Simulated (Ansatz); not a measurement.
# C2H5ClOSSi: the cost of one run

Program: Ansatz 0.2.0, driven from Python. Level of theory: PBE/6-31G*. These are calculated values, not measurements.

### 1 The system

Bond lengths: C1–Si2 1.904 Å, Si2–S3 2.138 Å, Si2–Cl4 2.010 Å, Si2–C5 1.853 Å, C5–O6 1.237 Å, C1–H7 1.076 Å, C1–H8 1.073 Å, C1–H9 1.113 Å, S3–H10 1.390 Å, C5–H11 1.105 Å. Angles (14 of 16 angles, heavy atoms first): C1–Si2–S3 107.7°, C1–Si2–Cl4 109.5°, C1–Si2–C5 113.9°, S3–Si2–Cl4 105.2°, S3–Si2–C5 109.5°, Cl4–Si2–C5 110.7°, Si2–C5–O6 119.8°, Si2–C1–H7 109.5°, Si2–C1–H8 108.7°, Si2–C1–H9 106.3°, Si2–S3–H10 95.9°, Si2–C5–H11 119.6°, O6–C5–H11 120.6°, H7–C1–H8 110.9°.

c2h5clossi.xyz, read by the script:

```xyz
11

C     0.26810   -1.54860    0.03110
Si   -0.20590    0.21180   -0.51890
S     1.56970    1.17340   -1.22180
Cl   -1.41940    0.11040   -2.11780
C    -0.97280    1.23540    0.82150
O    -0.52350    1.17780    1.97240
H     0.96060   -1.49370    0.85270
H     0.70340   -2.06440   -0.80360
H    -0.66810   -2.02400    0.39940
H     2.18140    1.27140    0.02230
H    -1.82830    1.89350    0.58320
```

### 2 Script

run_opt.py reads:

```python
# -*- coding: utf-8 -*-
"""Geometry optimisation of C2H5ClOSSi."""

from dataclasses import dataclass

import ansatz as az
import numpy as np


@dataclass
class Settings:
    basis_set: str = "6-31G*"
    functional: str = "PBE"


opts = Settings()

mol = az.Crystal.molecule_from_extxyz("c2h5clossi.xyz")

base = (
    mol.calculation()
    .basis(gaussian=opts.basis_set)
    .functional(opts.functional)
)
symbols = [site.symbol for site in mol.cartesian_sites]
start = np.array([site.position_ang for site in mol.cartesian_sites], dtype=float)
rep = base.relax(force_tolerance=0.01).run(threads=1).report
end = np.array(rep["positions_ang"])

for key in ("converged", "free_energy_ev", "reference_energy_ev", "n_frozen", "n_occupied", "n_virtual"):
    print(f"{key:22s} {rep[key]}")

print("final positions (A) and the move of each atom")
for symbol, xyz, old in zip(symbols, end, start):
    print(f"{symbol:2s} {xyz[0]:10.5f} {xyz[1]:10.5f} {xyz[2]:10.5f}   {np.linalg.norm(xyz - old):7.4f}")
```

### 3 The calls as engine input

The package turns the script's settings into the engine's input:

```yaml
crystal:
  periodic: [false, false, false]
  atoms:
    - { symbol: C, position_ang: [0.2681, -1.5486, 0.0311] }
    - { symbol: Si, position_ang: [-0.2059, 0.2118, -0.5189] }
    - { symbol: S, position_ang: [1.5697, 1.1734, -1.2218] }
    - { symbol: Cl, position_ang: [-1.4194, 0.1104, -2.1178] }
    - { symbol: C, position_ang: [-0.9728, 1.2354, 0.8215] }
    - { symbol: O, position_ang: [-0.5235, 1.1778, 1.9724] }
    - { symbol: H, position_ang: [0.9606, -1.4937, 0.8527] }
    - { symbol: H, position_ang: [0.7034, -2.0644, -0.8036] }
    - { symbol: H, position_ang: [-0.6681, -2.024, 0.3994] }
    - { symbol: H, position_ang: [2.1814, 1.2714, 0.0223] }
    - { symbol: H, position_ang: [-1.8283, 1.8935, 0.5832] }
basis:
  gaussian:
    orbitals: "6-31G*"
hamiltonian:
  xc: pbe
relax:
  f_tol: 0.01
```

### 4 Running it

Launch:

```bash
> python run_opt.py
```

Q: Estimate wall time and peak memory on 1 thread of Arm Neoverse V1, shared host.

About 1.8 min, with a peak of 0.26 GiB.
